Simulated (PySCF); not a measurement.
# MnO₃H: singlet, from a B3LYP minimum start

Where does singlet MnO₃H go from a B3LYP minimum start, is the end point a minimum, and what are its modes, charges and moments?

Method: B3LYP, basis Mn def2-SVP, O def2-SVP, H def2-SVP, no relativity, density fitting; program: PySCF 2.14.0.

**1. Where the work starts**

5 atoms, charge 0, spin multiplicity 1.

Bond lengths: Mn1–O2 1.717 Å, Mn1–O3 1.542 Å, Mn1–O4 1.545 Å, O2–H5 0.970 Å. Angles: O2–Mn1–O3 119.8°, O2–Mn1–O4 121.7°, O3–Mn1–O4 118.6°, Mn1–O2–H5 123.3°.

Z-matrix (Å, degrees; charge 0 multiplicity 1):
```
Mn
O  1 1.7168
O  1 1.5425 2 119.78
O  1 1.5454 2 121.67 3 180.00
H  2 0.9702 1 123.31 3 180.00
```

**2. First SCF at the start**

One driver script runs all steps and calls PySCF; scf.py shows how it sets up the SCF of each step. The optimiser is the driver's own. After this first run the driver tries any further starts and a stability analysis.

Contents of scf.py:

```python
from pyscf import gto, scf, dft
mol = gto.M(atom='''
Mn    -0.030191    -0.033529     0.000000
O      1.065316     1.288345    -0.000000
O     -1.549828     0.230916    -0.000000
O      0.464854    -1.497465     0.000000
H      2.029608     1.181161    -0.000000''',
    basis={'Mn': 'def2-SVP', 'O': 'def2-SVP', 'H': 'def2-SVP'},
    charge=0, spin=0)
mf = dft.RKS(mol, xc='B3LYP')
mf.grids.atom_grid = (50, 194)
aux = {'Mn': 'def2-universal-JKFIT', 'O': 'def2-universal-JKFIT', 'H': 'def2-universal-JKFIT'}
mf = mf.density_fit(auxbasis=aux)
mf.conv_tol = 1e-08
mf.diis_space = 10
mf.max_cycle = 60
mf.init_guess = 'minao'
mf.verbose = 4
mf.kernel()
```

Command:

```console
OMP_NUM_THREADS=2 python axn.py task.json out
```

The log of the run, shortened:

```text
[... the frontier levels of the middle cycles are left out ...]
init E= -1375.91573968175
  HOMO = -0.00981606533547197  LUMO = 0.0623887071062779  gap/eV = 1.96479
cycle= 1 E= -1369.29152552531  delta_E= 6.62  |g|= 4.45  |ddm|= 5.77
  HOMO = -0.535107563103606  LUMO = -0.51949827699477  gap/eV = 0.42475
cycle= 2 E= -1345.09123566155  delta_E= 24.2  |g|= 8.98  |ddm|= 9.73
  HOMO = -0.48666741367622  LUMO = -0.483599989689685  gap/eV = 0.08347
cycle= 3 E= -1367.28014706601  delta_E= -22.2  |g|= 6.58  |ddm|= 6.32
cycle= 4 E= -1369.36709692883  delta_E= -2.09  |g|=  6.4  |ddm|=  2.6
cycle= 5 E= -1370.95098450984  delta_E= -1.58  |g|= 5.87  |ddm|= 3.11
cycle= 6 E= -1372.93794787006  delta_E= -1.99  |g|= 5.08  |ddm|=  2.2
cycle= 7 E= -1369.92060468615  delta_E= 3.02  |g|= 5.39  |ddm|= 2.81
cycle= 8 E= -1373.62784600412  delta_E= -3.71  |g|=  4.7  |ddm|= 2.79
cycle= 9 E= -1372.10861570297  delta_E= 1.52  |g|= 5.51  |ddm|= 0.519
cycle= 10 E= -1372.12105335167  delta_E= -0.0124  |g|=  5.5  |ddm|= 0.00414
cycle= 11 E= -1372.35848837973  delta_E= -0.237  |g|=  5.4  |ddm|= 0.108
cycle= 12 E= -1370.44404661131  delta_E= 1.91  |g|= 4.35  |ddm|= 5.13
cycle= 13 E= -1370.80415396285  delta_E= -0.36  |g|= 5.89  |ddm|= 5.51
cycle= 14 E= -1370.30767345014  delta_E= 0.496  |g|= 6.04  |ddm|= 0.129
[... 46 cycles left out ...]
SCF not converged.
init E= -1375.91573968175
[... 13 cycles left out ...]
cycle= 14 E= -1376.91816812939  delta_E= 0.00622  |g|= 0.227  |ddm|= 0.153
cycle= 15 E= -1376.92417196293  delta_E= -0.006  |g|= 0.108  |ddm|= 0.0987
cycle= 16 E= -1376.92536529829  delta_E= -0.00119  |g|= 0.0836  |ddm|= 0.0764
cycle= 17 E= -1376.92611135402  delta_E= -0.000746  |g|= 0.0445  |ddm|= 0.0496
cycle= 18 E= -1376.92628563319  delta_E= -0.000174  |g|= 0.0263  |ddm|= 0.0303
cycle= 19 E= -1376.92618051437  delta_E= 0.000105  |g|= 0.036  |ddm|= 0.031
cycle= 20 E= -1376.92640938611  delta_E= -0.000229  |g|= 0.00635  |ddm|= 0.0191
SCF not converged.
init E= -1376.92640938611
cycle= 1 E= -1376.92637748937  delta_E= 3.19e-05  |g|= 0.0145  |ddm|= 0.013
cycle= 2 E= -1376.92619499746  delta_E= 0.000182  |g|= 0.0341  |ddm|= 0.029
cycle= 3 E= -1376.92640435539  delta_E= -0.000209  |g|= 0.00775  |ddm|= 0.017
cycle= 4 E= -1376.92641700346  delta_E= -1.26e-05  |g|= 0.00189  |ddm|= 0.00459
cycle= 5 E= -1376.92641779027  delta_E= -7.87e-07  |g|= 0.000519  |ddm|= 0.00126
cycle= 6 E= -1376.92641785109  delta_E= -6.08e-08  |g|= 0.00012  |ddm|= 0.000345
cycle= 7 E= -1376.92641785446  delta_E= -3.36e-09  |g|= 3.47e-05  |ddm|= 9.58e-05
  HOMO = -0.288906496409593  LUMO = -0.160379114954491  gap/eV = 3.49741
Extra cycle  E= -1376.92641785314  delta_E= 1.31e-09  |g|= 8.91e-05  |ddm|= 9.05e-05
converged SCF energy = -1376.92641785314
```

This step, with its further starts and checks, ran for 11 s (2 threads of Arm Neoverse N1, shared host).

Where DIIS stalls, the driver goes on with a level shift of 0.3 Eh and then with a second-order solver.

The test of internal stability found no lower closed-shell solution.

**3. B3LYP minimum start, singlet: relaxation**

The program finds Cs symmetry in the start, which this walk keeps.

scf.py, as its differences from that of step 2:

```diff
@@ -3,5 +3,5 @@
-Mn    -0.030191    -0.033529     0.000000
-O      1.065316     1.288345    -0.000000
-O     -1.549828     0.230916    -0.000000
-O      0.464854    -1.497465     0.000000
-H      2.029608     1.181161    -0.000000''',
+Mn    -0.030888    -0.030614     0.000000
+O      1.064619     1.291260     0.000000
+O     -1.550525     0.233831     0.000000
+O      0.464157    -1.494550     0.000000
+H      2.028911     1.184076     0.000000''',
@@ -17 +16,0 @@
-mf.init_guess = 'minao'
```

Steps of the walk:

```tsv
step	energy (Eh)	change (kJ/mol)	largest symmetric gradient (Eh/bohr)
0	-1376.926418	0.00	0.00047
1	-1376.926421	-0.01	0.00029
```

The walk took 4 s.

End point (Cs, 1 steps, 0.0 kJ/mol gained): Mn–O 1.542 Å, Mn–O 1.545 Å, Mn–O 1.717 Å, O–H 0.970 Å; H–O–Mn 123.3°, O–Mn–O 118.6°, O–Mn–O 119.9°, O–Mn–O 121.5°.

**4. Frequencies**

The point is checked on the finer grid, and tightened if its gradient asks for it. The Hessian and the dipole derivatives come from central differences of analytic gradients, with steps of 0.02 bohr.

scf.py, as its differences from that of step 3:

```diff
@@ -3,5 +3,5 @@
-Mn    -0.030888    -0.030614     0.000000
-O      1.064619     1.291260     0.000000
-O     -1.550525     0.233831     0.000000
-O      0.464157    -1.494550     0.000000
-H      2.028911     1.184076     0.000000''',
+Mn    -0.030827    -0.030932     0.000000
+O      1.064910     1.290668     0.000000
+O     -1.550461     0.233469     0.000000
+O      0.465034    -1.494672     0.000000
+H      2.029168     1.183207     0.000000''',
@@ -11 +11 @@
-mf.grids.atom_grid = (50, 194)
+mf.grids.atom_grid = (75, 302)
@@ -14 +14 @@
-mf.conv_tol = 1e-08
+mf.conv_tol = 1e-10
```

The driver hands on the density of the step before, so the log starts near convergence.

SCF at the final geometry:

```text
init E= -1376.92635318464
  HOMO = -0.288921016930992  LUMO = -0.160396412295106  gap/eV = 3.49733
cycle= 1 E= -1376.92635318459  delta_E= 4.46e-11  |g|= 1.67e-05  |ddm|= 1.24e-05
  HOMO = -0.288921129896242  LUMO = -0.160396090046613  gap/eV = 3.49734
cycle= 2 E= -1376.9263531834  delta_E= 1.19e-09  |g|= 7.87e-05  |ddm|= 5.71e-05
  HOMO = -0.288920825007724  LUMO = -0.160396076311428  gap/eV = 3.49734
cycle= 3 E= -1376.92635318465  delta_E= -1.24e-09  |g|= 2.02e-06  |ddm|= 4.73e-05
  HOMO = -0.288920953593189  LUMO = -0.160396252867811  gap/eV = 3.49734
cycle= 4 E= -1376.92635318465  delta_E= -2.05e-12  |g|= 1.84e-06  |ddm|= 1.6e-06
  HOMO = -0.288920641622141  LUMO = -0.16039588368843  gap/eV = 3.49734
Extra cycle  E= -1376.92635318463  delta_E= 1.8e-11  |g|= 1.21e-05  |ddm|= 5.44e-06
converged SCF energy = -1376.92635318463
```

The whole step took 92 s.

Geometry: Cs; Mn–O 1.542 Å, Mn–O 1.545 Å, Mn–O 1.717 Å, O–H 0.970 Å; H–O–Mn 123.3°, O–Mn–O 118.6°, O–Mn–O 119.8°, O–Mn–O 121.6°.

Modes, for the most abundant isotopes:

```tsv
symmetry	ω (cm⁻¹)	IR (km/mol)	μ (u)
a''	93	2.9	7.57
a'	243	6.5	6.05
a'	358	1.5	15.57
a''	540	113	1.22
a'	557	130	1.23
a'	773	51.9	8.89
a'	1099	78.0	18.23
a'	1110	198	19.53
a'	3811	222	1.07
```

Every mode is real; the point is a minimum.

Constants and moments:

```yaml
Dipole_moment: 2.73 D
Highest_occupied_level: -7.86 eV
Lowest_empty_level: -4.36 eV
Rotational_constants: 0.2961, 0.234, 0.1307 cm⁻¹
Zero-point_energy: 51.3 kJ/mol
Principal_polarisabilities: 17.8, 36.1, 40.4 bohr³
Atomisation_energy_without_zero-point_energy: 1511 kJ/mol
Principal_traceless_quadrupole_moments_about_the_centre_of_mass: -7.27, 1.92, 5.35 D Å
Entropy_at_298.15_K_and_1_bar: 303.4 J/(mol K)
Heat_capacity_Cp_at_298.15_K: 70.2 J/(mol K)
Enthalpy_at_298.15_K_above_0_K: 15.47 kJ/mol
Rotational_symmetry_number: 1
```

Populations by atom (charges in e):

```csv
atom,Mulliken,Löwdin,polar tensor,Mayer order to Mn1
Mn1,0.94,0.36,1.45,–
O2,-0.42,-0.17,-0.70,1.15
O3,-0.37,-0.14,-0.54,1.97
O4,-0.38,-0.16,-0.54,1.98
H5,0.22,0.11,0.34,0.02
```

Outer orbital energies (eV). occupied: -12.42, -11.52, -11.17, -11.05, -10.10, -10.02, -9.25, -7.86; empty: -4.36, -3.91, -2.66, -2.35.

Mulliken populations on Mn1: s 6.38, p 12.52, d 5.15, f 0.01.

**5. A spin-polarised start**

A stability analysis found the closed shell of the lowest minimum unstable towards spin polarisation, so the unrestricted solution is followed.

The program finds Cs symmetry in the start, which may break. The walk stops when the largest gradient is under 0.0003 Eh/bohr and the energy has settled too.

scf.py, as its differences from that of step 4:

```diff
@@ -3,5 +3,5 @@
-Mn    -0.030827    -0.030932     0.000000
-O      1.064910     1.290668     0.000000
-O     -1.550461     0.233469     0.000000
-O      0.465034    -1.494672     0.000000
-H      2.029168     1.183207     0.000000''',
+Mn    -0.031051    -0.030590     0.000000
+O      1.064685     1.291011     0.000000
+O     -1.550685     0.233812     0.000000
+O      0.464810    -1.494330     0.000000
+H      2.028943     1.183549     0.000000''',
@@ -10,2 +10,2 @@
-mf = dft.RKS(mol, xc='B3LYP')
-mf.grids.atom_grid = (75, 302)
+mf = dft.UKS(mol, xc='B3LYP')
+mf.grids.atom_grid = (50, 194)
@@ -14 +14 @@
-mf.conv_tol = 1e-10
+mf.conv_tol = 1e-08
```

Steps of the walk:

```tsv
step	energy (Eh)	change (kJ/mol)	largest gradient (Eh/bohr)
0	-1376.932434	0.00	0.01249
1	-1376.932916	-1.26	0.00611
2	-1376.933042	-1.60	0.00087
3	-1376.933044	-1.60	0.00085
4	-1376.933060	-1.64	0.00099
5	-1376.933070	-1.67	0.00043
6	-1376.933075	-1.68	0.00038
7	-1376.933077	-1.69	0.00030
```

The walk took 37 s.

Geometry (Å) and forces (eV/Å) at some steps:

```
step 0
Mn  -0.031  -0.031   0.000  -0.419  -0.645   0.000
O    1.065   1.291   0.000   0.397   0.474   0.000
O   -1.551   0.234   0.000  -0.186   0.255   0.000
O    0.465  -1.494   0.000   0.278  -0.072   0.000
H    2.029   1.184   0.000  -0.070  -0.012   0.000
step 1
Mn  -0.038  -0.039  -0.001  -0.219  -0.316   0.001
O    1.066   1.295   0.000   0.027   0.194   0.000
O   -1.558   0.246   0.000   0.050   0.102   0.000
O    0.479  -1.498   0.000   0.106   0.062  -0.001
H    2.027   1.180   0.000   0.037  -0.042   0.000
step 4
Mn  -0.043  -0.046  -0.003   0.052   0.029   0.006
O    1.060   1.300  -0.001  -0.025   0.016  -0.002
O   -1.558   0.260   0.002   0.002  -0.019   0.000
O    0.498  -1.497   0.001  -0.009   0.002  -0.004
H    2.020   1.167   0.001  -0.020  -0.029   0.001
step 7
Mn  -0.040  -0.042   0.002  -0.014  -0.003  -0.002
O    1.057   1.307   0.002   0.012   0.008   0.000
O   -1.557   0.259  -0.002  -0.003  -0.011   0.000
O    0.502  -1.492   0.000   0.007   0.002   0.002
H    2.015   1.152  -0.002  -0.002   0.005   0.001
```

After 7 steps and 1.7 kJ/mol it ends at Cs: Mn–O 1.547 Å (×2), Mn–O 1.739 Å, O–H 0.970 Å; H–O–Mn 120.0°, O–Mn–O 117.9°, O–Mn–O 120.3°, O–Mn–O 121.8°.

**6. Hessian and properties**

As before: finer grid, then central differences.

scf.py, as its differences from that of step 5:

```diff
@@ -3,5 +3,5 @@
-Mn    -0.031051    -0.030590     0.000000
-O      1.064685     1.291011     0.000000
-O     -1.550685     0.233812     0.000000
-O      0.464810    -1.494330     0.000000
-H      2.028943     1.183549     0.000000''',
+Mn    -0.040055    -0.042125     0.000017
+O      1.059225     1.306486    -0.000469
+O     -1.556543     0.258646     0.000376
+O      0.504906    -1.491467     0.000080
+H      2.016452     1.151756    -0.000700''',
@@ -11 +11 @@
-mf.grids.atom_grid = (50, 194)
+mf.grids.atom_grid = (75, 302)
@@ -14 +14 @@
-mf.conv_tol = 1e-08
+mf.conv_tol = 1e-10
```

SCF at the final geometry:

```text
init E= -1376.93301377439
[... the frontier-level lines of each cycle are left out ...]
cycle= 1 E= -1376.93301377411  delta_E= 2.77e-10  |g|= 2.68e-05  |ddm|= 1.9e-05
cycle= 2 E= -1376.93301376743  delta_E= 6.68e-09  |g|= 0.000133  |ddm|= 9.34e-05
cycle= 3 E= -1376.93301377437  delta_E= -6.95e-09  |g|= 1.06e-05  |ddm|= 7.69e-05
cycle= 4 E= -1376.9330137744  delta_E= -3e-11  |g|= 3.68e-07  |ddm|= 4.31e-06
Extra cycle  E= -1376.9330137744  delta_E= 3.64e-12  |g|= 8.62e-07  |ddm|= 1.71e-06
converged SCF energy = -1376.9330137744  <S^2> = 0.76508549  2S+1 = 2.015029
```

The whole step ran for 3.7 min (2 threads of Arm Neoverse N1, shared host).

Geometry: Cs; Mn–O 1.546 Å, Mn–O 1.548 Å, Mn–O 1.740 Å, O–H 0.970 Å; H–O–Mn 120.0°, O–Mn–O 118.0°, O–Mn–O 120.2°, O–Mn–O 121.8°.

Harmonic modes (main isotopes):

```
ω (cm⁻¹)  IR (km/mol)  μ (u)
      93          7.0   6.62
     236          6.6   6.68
     338          5.4  15.25
     376          141   1.25
     623          147   1.29
     738         49.3   6.05
    1081         63.0  17.54
    1108          238  19.69
    3815          196   1.07
```

All wavenumbers are real: a minimum.

Here the density breaks the symmetry of the frame, and no labels are given.

Constants and moments:

| Item | Value |
| --- | --- |
| Dipole moment | 2.31 D |
| Highest occupied level | -8.17 eV |
| Lowest empty level | -4.16 eV |
| Rotational constants | 0.2853, 0.2366, 0.1293 cm⁻¹ |
| Zero-point energy | 50.3 kJ/mol |
| Principal polarisabilities | 17.2, 37.0, 41.3 bohr³ |
| Atomisation energy without zero-point energy | 1528 kJ/mol |
| Principal traceless quadrupole moments about the centre of mass | -7.63, 3.10, 4.53 D Å |
| Entropy at 298.15 K and 1 bar | 305.9 J/(mol K) |
| Heat capacity Cp at 298.15 K | 71.6 J/(mol K) |
| Enthalpy at 298.15 K above 0 K | 15.85 kJ/mol |
| Rotational symmetry number | 1 |
| Spin squared ⟨S²⟩ | 0.765 |

Populations by atom (charges in e):

| atom | Mulliken | Löwdin | polar tensor | spin (Mulliken) | Mayer order to Mn1 |
| --- | --- | --- | --- | --- | --- |
| Mn1 | 0.98 | 0.42 | 1.65 | 0.00 | – |
| O2 | -0.44 | -0.20 | -0.77 | 0.00 | 1.13 |
| O3 | -0.38 | -0.15 | -0.60 | 0.00 | 1.95 |
| O4 | -0.39 | -0.17 | -0.60 | 0.00 | 1.97 |
| H5 | 0.22 | 0.10 | 0.33 | 0.00 | 0.02 |

Mulliken populations on Mn1: s 6.31, p 12.55, d 5.14, f 0.01.

**7. The points found, side by side**

| spin | group | bonds | imaginary modes (cm⁻¹) | ΔE (kJ/mol) | with zero-point energy |
| --- | --- | --- | --- | --- | --- |
| broken-symmetry (Ms = 0) | Cs (density of lower symmetry) | Mn–O 1.546 Å, Mn–O 1.548 Å, Mn–O 1.740 Å, O–H 0.970 Å | none | 0.0 | 0.0 |
| singlet | Cs | Mn–O 1.542 Å, Mn–O 1.545 Å, Mn–O 1.717 Å, O–H 0.970 Å | none | 17.5 | 18.6 |

**8. Summary of results**

| quantity | value |
| --- | --- |
| minimum | broken-symmetry (Ms = 0), Cs |
| geometry | Mn–O 1.546 Å, Mn–O 1.548 Å, Mn–O 1.740 Å, O–H 0.970 Å; H–O–Mn 120.0°, O–Mn–O 118.0°, O–Mn–O 120.2°, O–Mn–O 121.8° |
| wavenumbers (cm⁻¹) | 93, 236, 338, 376, 623, 738, 1081, 1108, 3815 |
| dipole moment | 2.31 D |
| highest occupied, lowest empty level (either spin) | -8.17, -4.16 eV |
| polar-tensor charge of Mn1 | +1.65 e |
| zero-point energy | 50.3 kJ/mol |
| entropy at 298.15 K | 305.9 J/(mol K) |
| atomisation energy (no zero-point energy) | 1528 kJ/mol |
| ⟨S²⟩ | 0.765 |

What this shows: The molecule stays Cs, as typed, and the end point is a minimum. The determinant is spin-contaminated (⟨S²⟩ = 0.77 against 0.00), so it is no pure spin state. The strongest infrared band lies at 1108 cm⁻¹. Other starts or spin states, not run here, may lie lower. The SCF density has lower symmetry than the nuclear frame.

The search up to here took 6.2 min.
